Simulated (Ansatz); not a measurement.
The system is ScTaN.

```
Ta Sc N
1.0
     3.08507    0.00000    0.00000
    -1.54253    2.67175    0.00000
     0.00000    0.00000   10.34014
Ta Sc N
2 2 2
Direct
  0.33333 0.66667 0.24563
  0.66667 0.33333 0.75437
  0.00000 0.00000 0.00000
  0.00000 0.00000 0.50000
  0.33333 0.66667 0.62984
  0.66667 0.33333 0.37016
```

The cell comes from a database or a generator and needn't be the stable form of this composition.

| Property | Result |
| --- | --- |
| Program | Ansatz 0.2.0 |
| Task | relaxation of cell and atoms |
| Functional | PBEsol |
| Potentials or basis | Ansatz PAW |
| Cutoff | 420 eV (not typed: the program's choice for these potentials) |
| k mesh | 10 × 10 × 3 |
| Occupations | fermi-dirac, width 0.05 eV |
| Spin | no spin polarisation |

At the start: volume 14.20 Å³/atom.

Problem. Where does the relaxation end?

Solution. It ends after 8 steps and the volume is 13.74 Å³/atom (-3.3 %); space group P-3m1 (No. 164, to 0.05 Å).

The path:
| step | energy change (eV) | largest force (eV/Å) | volume (Å³) |
| --- | --- | --- | --- |
| 1 | 0.0000 | 0.3302 | 85.23 |
| 2 | -0.0619 | 0.0566 | 82.85 |
| 3 | -0.0639 | 0.0076 | 82.43 |
| 4 | -0.0639 | 0.0044 | 82.46 |
| 5 | -0.0639 | 0.0002 | 82.47 |
| 6 | -0.0601 | 0.0003 | 82.47 |
| 7 | -0.0602 | 0.0001 | 82.44 |
| 8 | -0.0601 | 0.0001 | 82.44 |

Final structure:
```yaml
crystal:
  lattice:
    - [3.05323, 0.00000, 0.00000]
    - [-1.52662, 2.64418, 0.00000]
    - [0.00000, 0.00000, 10.21140]
  atoms:
    - { symbol: Ta, position: [0.33333, 0.66667, 0.24576] }
    - { symbol: Ta, position: [0.66667, 0.33333, 0.75424] }
    - { symbol: Sc, position: [0.00000, 0.00000, 0.00000] }
    - { symbol: Sc, position: [0.00000, 0.00000, 0.50000] }
    - { symbol: N, position: [0.33333, 0.66667, 0.62989] }
    - { symbol: N, position: [0.66667, 0.33333, 0.37011] }
```

Caveat: the plane-wave basis is chosen anew once the cell has moved, so the energies of steps on either side of that aren't comparable; the PAW data sets come from PBE, with cores solved anew for the run's functional, which leaves a small shift of forces and pressure.
